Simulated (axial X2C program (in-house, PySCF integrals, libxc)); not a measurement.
**FeB⁺: properties at the nuclei**

Aim: properties at the nuclei of FeB⁺, with spin–orbit coupling in the Hamiltonian from the start.

Computed with an in-house X2C program for linear molecules on PySCF integrals. Level: two-component X2C with atomic mean-field terms, Fe dyall-cv3z, B dyall-v3z.

All values are calculated.

## 1. Set-up

task.json reads:

```json
{"zs": [26, 5], "q": 1, "bas": ["dyall-cv3z", "dyall-v3z"], "r0": 2.01, "levels": ["PBE0", "HF", "TPSSh", "PBE", "LDA"], "nst": 3}
```

Keys: zs atomic numbers; q charge; bas basis sets; r0 starting distance in Å; levels methods (HF also brings MP2); nst determinants followed.

The run is started by

```sh
$ python soeom.py task.json out
```

After this run come: Expectation values, lowest determinant; Expectation values, a higher determinant; Expectation values, a higher determinant.

Before running it: what results should come out? Wanted: lowest determinant; Eeff magnitude; Ws magnitude Fe; A∥/gI Fe; qzz Fe; higher determinant (for each run or level that gives them).

As calculated:

| quantity | value |
| --- | --- |
| lowest determinant | Ω = 1 (excess of +ω over −ω: ω = -3/2, ω = 5/2) |
| Eeff magnitude (GV/cm), PBE0 | 0.0662 |
| Ws magnitude Fe (kHz), PBE0 | 0.0121 |
| A∥/gI Fe (MHz), PBE0 | -209 |
| qzz Fe (a.u.), PBE0 | -2.53 |
| higher determinant | Ω = 2 (excess of +ω over −ω: 2 × ω = 1/2, ω = -3/2, ω = 5/2) |
| Eeff magnitude (GV/cm), PBE0, higher determinant | 0.463 |
| Ws magnitude Fe (kHz), PBE0, higher determinant | 0.0788 |
| A∥/gI Fe (MHz), PBE0, higher determinant | 625 |
| qzz Fe (a.u.), PBE0, higher determinant | -2.16 |
| higher determinant | Ω = 3 (excess of +ω over −ω: ω = 1/2, ω = 5/2) |
| Eeff magnitude (GV/cm), PBE0, higher determinant | 0.365 |
| Ws magnitude Fe (kHz), PBE0, higher determinant | 0.0449 |
| A∥/gI Fe (MHz), PBE0, higher determinant | 519 |
| qzz Fe (a.u.), PBE0, higher determinant | -3.07 |

In the first state, the effective field runs from 0.0662 to 0.213 GV/cm over the mean-field levels, so the levels don't agree on it. The expectation values come from single determinants, which for open shells can mix terms of unlike spin or miss the lowest Ω, so a determinant need not be a state. Eeff is the effective electric field on the electron dipole moment in this Ω state and Ws the scalar–pseudoscalar constant (defined with the proton number Z and per Ω); A∥ is the parallel hyperfine constant, which follows by multiplying with the nuclear g factor gI = μI/(I μN); qzz is the electric field gradient, eQq0 = 234.96 MHz × Q/barn × qzz. The operators were transformed with the bare-nucleus X2C matrices. A second determinant lies within 0.1 eV of the first.
